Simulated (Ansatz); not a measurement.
**BGe− (triplet): wave-function methods side by side, aug-cc-pVDZ**

Aim: climb from Hartree-Fock through coupled cluster and multireference methods for BGe− (triplet) at one geometry and basis, and see what each rung misses.

The runs use Ansatz 0.2.0, Gaussian basis; aug-cc-pVDZ, core rule «outside noble gas», up to 15 orbitals frozen.

The runs, in order: UHF; CCSD(T) on ROHF; CCSD(T) on UHF; BCCD(T) on ROHF; CISD; CCSDT(Q) on ROHF; CCSDT(Q) on UHF; CASSCF and MRCISD+Q, 8 electrons in 8 orbitals; CASSCF and NEVPT4(SD), 8 electrons in 8 orbitals; CASSCF and NEVPT2, 8 electrons in 8 orbitals.

4 further runs of the same task are left out: 4 set aside as unsound or not needed.

### Step 1. The system

The geometry is a PBE0/def2-TZVPD stationary point (not a proven minimum) of the parent state, kept for this charge and spin. No spin-orbit coupling is included. The filled d shell of Ge may be among the frozen orbitals whatever the setting's name suggests; the logs give the count.

2 atoms, charge -1, spin multiplicity 3.

Atoms are counted from 1 here; the program's logs count them from 0.

Bond lengths: Ge1–B2 1.841 Å.

As a file:

```
Ge    0.0000    0.0000    0.0000
B     0.0000    0.0000    1.8406
```

### Step 2. UHF

in.yaml reads:

```yaml
crystal:
  periodic: [false, false, false]
  atoms:
    - {symbol: Ge, position_ang: [0.000000, 0.000000, 0.000000]}
    - {symbol: B, position_ang: [0.000000, 0.000000, 1.840600]}
basis:
  gaussian: {orbitals: aug-cc-pVDZ}
total_charge: -1
magnetization: {spin_polarized: true, initial_magnetization: 2}
hamiltonian: {xc: hf}
output: {orbitals: {seedname: orbitals}}
```

Run with:

```console
ansatz run in.yaml --threads 1 --pin off --events-out ev --progress --plain --max-ram 2816MiB --backend cpu
```

Further steps of the session: CCSD(T) on ROHF; CCSD(T) on UHF; BCCD(T) on ROHF; CISD; CCSDT(Q) on ROHF; CCSDT(Q) on UHF; CASSCF and MRCISD+Q, 8 electrons in 8 orbitals; CASSCF and NEVPT4(SD), 8 electrons in 8 orbitals; CASSCF and NEVPT2, 8 electrons in 8 orbitals.

Before running them: what should the planned runs give, taken together? Wanted: RCCSDT(Q) below the RHF energy; RMP2 from RCCSDT(Q); UMP2 from RCCSDT(Q); RCCSD from RCCSDT(Q); RCCSD(T) from RCCSDT(Q); UCCSD(T) from RCCSDT(Q); UCCSDT(Q) from RCCSDT(Q); NEVPT2 valence from RCCSDT(Q); NEVPT4(SD) valence from RCCSDT(Q).

The runs gave:

| quantity | value |
| --- | --- |
| RCCSDT(Q) below the RHF energy | -5.0560 eV |
| RMP2 from RCCSDT(Q) | +1052.7 meV |
| UMP2 from RCCSDT(Q) | +1288.2 meV |
| RCCSD from RCCSDT(Q) | +380.5 meV |
| RCCSD(T) from RCCSDT(Q) | +73.5 meV |
| UCCSD(T) from RCCSDT(Q) | +94.1 meV |
| UCCSDT(Q) from RCCSDT(Q) | -6.1 meV |
| NEVPT2 valence from RCCSDT(Q) | +807.8 meV |
| NEVPT4(SD) valence from RCCSDT(Q) | +100.6 meV |
| MRCISD+Q valence from RCCSDT(Q) | +20.6 meV |
| levels within 1 kcal/mol (43 meV) | RCCSDT, UCCSDT, UCCSDT(Q), MRCISD+Q valence |
| T1 diagnostic | 0.050 |
| effectively unpaired electrons | 2.09 |

In words: RCCSD(T) misses by +73.5 meV, 1.5 % of the correlation energy. CCSD(T) misses by +73.5 meV on the restricted determinant and by +94.1 meV on the unrestricted one; the two need not hold the same state or core. The occupations are near whole numbers, but T1 = 0.050 shows that the orbitals relax strongly. Of the multireference levels listed MRCISD+Q valence comes nearest in total energy (+20.6 meV), which doesn't show that its space is the better one. These misses are within one basis, not against nature; the frozen cores of restricted and unrestricted runs differ, which can shift their rows.
